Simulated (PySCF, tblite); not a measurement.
# C6H13ClSi: geometry, infrared bands and NMR shifts

What infrared bands and NMR shifts should C6H13ClSi (`CC[C@@H]1C[C@]1([SiH3])CCl`) show?

Computed with tblite 0.8.0 and PySCF 2.14.0, with density-fitted response routines of our own, on a single molecule in the gas phase. Atoms are numbered from 0 throughout.

## (1) The starting structure

21 atoms, charge 0, multiplicity 1; geometry from: force field or distance geometry start.

Bonds of the start (Å): C0–C1 1.54, C1–C2 1.47, C2–C3 1.53, C3–C4 1.53, C4–Si5 1.90, C4–C6 1.48, C6–Cl7 1.77, C4–C2 1.48, C0–H8 1.11, C0–H9 1.09, C0–H10 1.12, C1–H11 1.11, C1–H12 1.11, C2–H13 1.12, C3–H14 1.10, C3–H15 1.12, Si5–H16 1.46, Si5–H17 1.47, Si5–H18 1.47, C6–H19 1.13, C6–H20 1.12.

## (2) Optimising the geometry with GFN2-xTB

Job settings and geometry (Å):

```
{"job": {"kind": "relax", "xc": "GFN2-xTB", "basis": "xTB"}, "charge": 0, "multiplicity": 1}
C      2.695700    -0.126900     0.214400
C      1.463400    -0.941100    -0.238700
C      0.411000     0.045800    -0.527000
C      0.042700     0.910800     0.677000
C     -0.981200     0.018400    -0.024600
Si    -2.168200     1.111800    -1.023500
C     -1.568000    -1.028600     0.834700
Cl    -1.541100    -2.658800     0.141500
H      2.355300     0.511500     1.052100
H      3.550700    -0.756000     0.475500
H      2.887000     0.560900    -0.653500
H      1.209500    -1.619400     0.608400
H      1.784800    -1.531900    -1.116100
H      0.542700     0.575700    -1.503100
H      0.043500     1.991800     0.453500
H      0.326900     0.535700     1.694200
H     -3.522400     0.573900    -1.012100
H     -2.093600     2.484000    -0.507900
H     -1.593200     1.163200    -2.379200
H     -2.658400    -0.768200     0.940500
H     -1.195800    -1.035700     1.893400
```

The run is started by

```bash
$ OMP_NUM_THREADS=1 python probes_run.py task.json out
```

The driver reads the jobs from task.json and runs them one after another.

**Question.** This job is followed by: GFN2-xTB harmonic vibrations, gas phase; GIAO PBE0/pcSseg-1 NMR shielding, non-relativistic, gas phase. What will the session give for the following? strongest single infrared mode (GFN2-xTB); zero-point energy (GFN2-xTB); 13C shifts against TMS (PBE0/pcSseg-1); 1H shifts against TMS (PBE0/pcSseg-1, means over atoms taken as alike); 29Si shifts against TMS (PBE0/pcSseg-1); 35Cl shifts against HCl (PBE0/pcSseg-1); surface potential, 1st and 99th percentile.

As calculated:

```
                                                              quantity                                                     value
                             strongest single infrared mode (GFN2-xTB)                                      795 cm⁻¹, 386 km/mol
                                          zero-point energy (GFN2-xTB)                                            106.0 kcal/mol
                                13C shifts against TMS (PBE0/pcSseg-1)                    56.3, 26.4, 25.4, 21.6, 16.5, 13.2 ppm
1H shifts against TMS (PBE0/pcSseg-1, means over atoms taken as alike)  4.12, 3.95, 3.26, 2.34, 1.19, 0.84, 0.82, 0.61, 0.16 ppm
                               29Si shifts against TMS (PBE0/pcSseg-1)                                                 -53.9 ppm
                               35Cl shifts against HCl (PBE0/pcSseg-1)                                                   110 ppm
                                 surface potential, 1st and 99th percentile                                        -0.76 V and 1.03 V
```

**Reading.** Over 164 steps the energy fell by 0.816 eV; of the close pairs, C1–C2 changed most, 1.471 to 1.511 Å. All 57 modes are real, so the xTB geometry is a minimum. The strongest single mode, at 795 cm⁻¹, moves mainly H17 and H18. GFN2-xTB is a fitted tight-binding method: band positions and strengths are rough. Its intensities can rank the bands wrongly. The most deshielded carbon is C6 (sp3 CH2 bonded to Cl), at 56.3 ppm: deshielded by the electronegative neighbour. At PBE0/pcSseg-1: Shielding is most anisotropic at Cl7 (span 396 ppm, paramagnetic term -308 ppm).
